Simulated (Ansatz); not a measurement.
**C₆H₁₆F₂N₂Sn: a ladder of functionals and wavefunction methods**

An exercise on one series of results from a longer session: the logs are not shown, and one member is left open.

Computed with Ansatz 0.2.0, Gaussian basis. Level: functionals in def2-TZVPP, the program's frozen cores in correlated methods.

Levels to be run: LDA (SPW92), PBE-D4, revPBE-D4, BLYP-D4, r2SCAN-D4, B97M-V, PBE0-D4, B3LYP-D4, r2SCANh-D4, r2SCAN0-D4, HSE06-D4, BHLYP-D4, CAM-B3LYP-D4, LC-ωPBE, ωB97X-V, ωB97M-V, B2PLYP, PBE-QIDH; CCSD(T)/def2-SVP; CCSD(T)/def2-TZVPP; MP2/def2-QZVPP; extrapolation to the limit; RPA on PBE.

## The relaxed structure

The geometry comes from an earlier relaxation with PBE0-D4 in a triple-zeta def2 set; it is a stationary point, not always the lowest conformer. Sn takes the def2 core potential; no spin-orbit term is included.

27 atoms, charge 0, spin multiplicity 1.

Atoms are counted from 1 here; the program's logs count them from 0.

Bond lengths: C1–C2 1.517 Å, C1–H12 1.092 Å, C1–H13 1.096 Å, C1–H14 1.093 Å, C2–C3 1.519 Å, C2–N4 1.460 Å, C2–H15 1.102 Å, C3–H16 1.093 Å, C3–H17 1.093 Å, C3–H18 1.093 Å, N4–Sn5 1.984 Å, N4–H19 1.011 Å, Sn5–F6 1.920 Å, Sn5–F7 1.911 Å, Sn5–N8 1.996 Å, N8–C9 1.462 Å, N8–H20 1.013 Å, C9–C10 1.517 Å and more. Angles: C2–C1–H12 110.7°, C2–C1–H13 111.6°, C2–C1–H14 110.3°, H12–C1–H13 107.0°, H12–C1–H14 108.6°, H13–C1–H14 108.6°, C1–C2–C3 111.4°, C1–C2–N4 109.6°, C1–C2–H15 108.0°, C3–C2–N4 108.7°, C3–C2–H15 107.9°, N4–C2–H15 111.3°, C2–C3–H16 110.2°, C2–C3–H17 111.1°, C2–C3–H18 110.7°, H16–C3–H17 108.2°, H16–C3–H18 108.8°, H17–C3–H18 107.8° and more.

As a file:

```csv
atom,x (Å),y (Å),z (Å)
C1,-0.9693,-2.1529,-0.3717
C2,-1.7664,-1.1379,0.4253
C3,-3.1113,-1.7015,0.8516
N4,-1.9941,0.0533,-0.3871
Sn5,-0.5725,0.9155,-1.4690
F6,-1.1158,2.7571,-1.5030
F7,-0.6966,0.3301,-3.2840
N8,1.3743,0.6716,-1.1018
C9,2.0615,1.4389,-0.0647
C10,1.2265,1.4491,1.2014
C11,3.4263,0.8179,0.1811
H12,-0.8191,-3.0657,0.2078
H13,0.0246,-1.7707,-0.6309
H14,-1.4962,-2.4091,-1.2946
H15,-1.1960,-0.8979,1.3368
H16,-3.6960,-1.9871,-0.0261
H17,-3.6854,-0.9636,1.4184
H18,-2.9775,-2.5801,1.4872
H19,-2.5937,0.7319,0.0635
H20,1.9024,0.6398,-1.9655
H21,2.2120,2.4831,-0.3765
H22,0.2679,1.9596,1.0509
H23,1.0297,0.4274,1.5385
H24,1.7437,1.9818,2.0012
H25,4.0204,0.8027,-0.7362
H26,3.9821,1.3879,0.9295
H27,3.3168,-0.2114,0.5316
```

Set-up of the first run:

Input file in.yaml:

```yaml
crystal:
  periodic: [false, false, false]
  atoms:
    - {symbol: C, position_ang: [-0.969306, -2.152918, -0.371725]}
    - {symbol: C, position_ang: [-1.766440, -1.137888, 0.425319]}
    - {symbol: C, position_ang: [-3.111343, -1.701544, 0.851593]}
    - {symbol: N, position_ang: [-1.994130, 0.053346, -0.387137]}
    - {symbol: Sn, position_ang: [-0.572499, 0.915549, -1.469036]}
    - {symbol: F, position_ang: [-1.115835, 2.757074, -1.503041]}
    - {symbol: F, position_ang: [-0.696572, 0.330113, -3.283987]}
    - {symbol: N, position_ang: [1.374264, 0.671565, -1.101848]}
    - {symbol: C, position_ang: [2.061492, 1.438898, -0.064734]}
    - {symbol: C, position_ang: [1.226539, 1.449089, 1.201429]}
    - {symbol: C, position_ang: [3.426254, 0.817864, 0.181089]}
    - {symbol: H, position_ang: [-0.819094, -3.065721, 0.207791]}
    - {symbol: H, position_ang: [0.024629, -1.770670, -0.630878]}
    - {symbol: H, position_ang: [-1.496197, -2.409130, -1.294616]}
    - {symbol: H, position_ang: [-1.195972, -0.897854, 1.336832]}
    - {symbol: H, position_ang: [-3.695954, -1.987119, -0.026107]}
    - {symbol: H, position_ang: [-3.685407, -0.963552, 1.418364]}
    - {symbol: H, position_ang: [-2.977498, -2.580146, 1.487248]}
    - {symbol: H, position_ang: [-2.593723, 0.731915, 0.063471]}
    - {symbol: H, position_ang: [1.902369, 0.639762, -1.965529]}
    - {symbol: H, position_ang: [2.212014, 2.483107, -0.376479]}
    - {symbol: H, position_ang: [0.267921, 1.959606, 1.050869]}
    - {symbol: H, position_ang: [1.029746, 0.427356, 1.538487]}
    - {symbol: H, position_ang: [1.743741, 1.981751, 2.001230]}
    - {symbol: H, position_ang: [4.020406, 0.802748, -0.736227]}
    - {symbol: H, position_ang: [3.982089, 1.387924, 0.929491]}
    - {symbol: H, position_ang: [3.316803, -0.211424, 0.531633]}
basis:
  gaussian: {orbitals: def2-TZVPP}
hamiltonian: {xc: lda}
output: {orbitals: {seedname: orbitals}}
```

Command:

```bash
$ ansatz run in.yaml --threads 11 --pin off --events-out ev --progress --plain --max-ram 120832MiB --backend cuda --devices 0, --max-vram 75GiB
```

Among the steps run: LDA; PBE-D4 (GGA); revPBE-D4 (GGA); BLYP-D4 (GGA); r2SCAN-D4 (meta-GGA); B97M-V (meta-GGA); PBE0-D4 (hybrid); B3LYP-D4 (hybrid); r2SCANh-D4 (hybrid); r2SCAN0-D4 (hybrid); HSE06-D4 (hybrid); BHLYP-D4 (hybrid); CAM-B3LYP-D4 (range-separated); LC-ωPBE (range-separated); ωB97X-V (range-separated); ωB97M-V (range-separated); B2PLYP (double hybrid); PBE-QIDH (double hybrid).

One of the session's tables, all rows but one given; the rest of the session is left out.

It belongs to the step «Orbital energies across the functionals». 

| functional | HOMO (eV) | gap (eV) |
| --- | --- | --- |
| LDA (SPW92) | -5.99 | 3.62 |
| PBE-D4 | -5.81 | 3.77 |
| revPBE-D4 | -5.73 | 3.84 |
| BLYP-D4 | -5.70 | 3.70 |
| r2SCAN-D4 | -6.09 | 4.33 |
| B97M-V | -6.21 | 4.35 |
| PBE0-D4 | -7.20 | 6.16 |
| B3LYP-D4 | -6.98 | 5.59 |
| r2SCANh-D4 | -6.61 | 5.20 |
| r2SCAN0-D4 | -7.40 | 6.53 |
| HSE06-D4 | -6.79 | 5.38 |
| BHLYP-D4 | -8.53 | 8.45 |
| CAM-B3LYP-D4 | ? | ? |
| LC-ωPBE | -9.97 | 11.26 |
| ωB97X-V | -9.63 | 10.72 |
| ωB97M-V | -9.55 | 10.40 |

Q: Estimate the row for CAM-B3LYP-D4 from the others.

The run gave: HOMO (eV): -8.62; gap (eV): 8.56. In the column «HOMO (eV)» it lies between ωB97M-V (-9.55) and BHLYP-D4 (-8.53).
